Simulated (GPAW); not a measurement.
The system is NbCu.

```
Nb Cu
1.0
     0.00000    2.56221    2.56221
     2.56221    0.00000    2.56221
     2.56221    2.56221    0.00000
Nb Cu
1 1
Direct
  0.00000 0.00000 0.00000
  0.50000 0.50000 0.50000
```

The cell was built by a generator and needn't be a form met in nature.

Base run:

| Property | Result |
| --- | --- |
| Program | GPAW 26.7.0 |
| Functional | PBE |
| Potentials or basis | GPAW PAW data sets (gpaw-data 1.2.1) |
| Cutoff | 600 eV |
| Basis | pw |
| k mesh | 9 × 9 × 9 |
| Occupations | fermi-dirac, width 0.05 eV |
| Spin | no spin polarisation |
| Hubbard terms | Nb d U = 1 eV |

Its results: band gap on the k mesh none (metal or under the smearing width); pressure 0.7 GPa.

Question: The run is repeated on the same cell with these changes: hubbard terms from Nb d U = 1 eV to Nb d U = 3 eV. What comes out?

Answer: Band gap on the k mesh none (metal or under the smearing width); pressure 3.8 GPa.

Caveats: with this Cu data set, volumes or pressures lay over 1.5 % or 2 GPa off other programs in two to four cells of ten; U without spin polarisation on a metal has little footing; the U is typed as a test and isn't derived for this compound.
